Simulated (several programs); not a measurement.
**What each method gives for Mg2SO (ordering on zincblende)**

Mg2SO, ordered on the zincblende lattice (P-4m2) with 4 atoms a cell, relaxed with r2SCAN in Ansatz, was computed with several methods. The symmetry is P-4m2 (No. 115, tetragonal); conventional cell a = 3.675 Å, c = 4.884 Å, 16.49 Å³ an atom. Around O lie 4 Mg at 2.06 Å; around Mg lie 2 O at 2.06 Å and 2 S at 2.38 Å; around S lie 4 Mg at 2.38 Å. All values are calculated for a non-magnetic cell, which may be hypothetical.

```cif
data_structure
_symmetry_space_group_name_H-M 'P 1'
_symmetry_Int_Tables_number 1
_cell_length_a 3.6749
_cell_length_b 3.6749
_cell_length_c 4.8840
_cell_angle_alpha 90.000
_cell_angle_beta 90.000
_cell_angle_gamma 90.000
_cell_volume 65.96
loop_
_atom_site_label
_atom_site_type_symbol
_atom_site_fract_x
_atom_site_fract_y
_atom_site_fract_z
_atom_site_occupancy
O1 O 0.00000 0.00000 0.00000 1
Mg1 Mg 0.00000 0.50000 0.81132 1
S1 S 0.50000 0.50000 0.50000 1
Mg2 Mg 0.50000 0.00000 0.18868 1
```

Gaps and times are for a single point on this cell; volume and bulk modulus come from each method's own relaxation or energy curve at fixed shape, which is too stiff where a cell has free coordinates or axes. Times are rough, from shared hosts (Arm Neoverse V1; Arm Neoverse V2), and each method has its own mesh and cell size. A dagger marks a closed or tiny gap in a crystal that DFT finds insulating: a failure of the method or a wrong SCF state. A double dagger marks a value from a curve with shape and coordinates held. PM6 (MOPAC), PM7 (MOPAC), GFN1-xTB (tblite), GFN2-xTB (tblite) treat a cluster of cells at its zone centre, which samples few k points: where these miss a band edge, the gap comes out too large for that reason alone. Gaps from k meshes are read at a limited set of points (mesh, symmetry points, PBE's band edges), so each method's own least gap may be somewhat smaller. xTB and the PM methods were fitted mostly to molecules, and can miss a solid's gap by electronvolts. Minimal bases can be far off for gaps. Times of the plane-wave ladder aren't listed, since it ran on unlike processors and cards. GLLB-SC's gap includes the derivative discontinuity. G0W0 is at finite bands, cutoff and mesh. d marks a direct gap, i an indirect one (no mark: not told apart), a dash a value that wasn't computed or didn't pass its checks.

```csv
method,kind,gap (eV),own volume (Å³/atom),bulk modulus (GPa),atoms computed,processor time
light PBE (260 eV and a coarse mesh),light plane-wave,1.58 i,–,–,4,1.1 s
GFN1-xTB (tblite),tight binding,0.02†,16.73‡,61‡,cluster,3.1 s
PBE,semilocal,1.64 i,16.93,78‡,4,–
PBE/SZV (CP2K),small basis,0.09 i,–,–,4,9.2 s
PM7 (MOPAC),semi-empirical,2.57,–,–,cluster,9.5 s
PBE/DZVP (CP2K),small basis,1.59 i,–,–,4,9.6 s
GFN2-xTB (tblite),tight binding,0.00†,–,–,cluster,9.9 s
PM6 (MOPAC),semi-empirical,2.40,–,–,cluster,11 s
GLLB-SC (GPAW),model potential,4.01,–,–,4,17 s
r2SCAN,semilocal,2.19 i,16.49,86‡,4,–
PBE/single zeta (GPAW),small basis,1.87 i,–,–,4,28 s
PBE0,hybrid,3.38 i,–,–,4,–
HSE06,hybrid,2.68 i,–,–,4,–
G0W0@r2SCAN (140 eV screening cutoff),many-body,3.65,–,–,4,–
G0W0@HSE06 (140 eV screening cutoff),many-body,3.90,–,–,4,–
G0W0@PBE (210 eV screening cutoff),many-body,3.36,–,–,4,–
```

Against HSE06 (2.68 eV) and with closed or daggered gaps left aside, the nearest gap at the points sampled is that of PM7 (MOPAC) (-0.11 eV) and the farthest that of PBE/SZV (CP2K) (-2.59 eV). HSE06 is only a yardstick of convenience, and nearness to it can be luck.

Volumes against r2SCAN's: PBE +2.7 %.
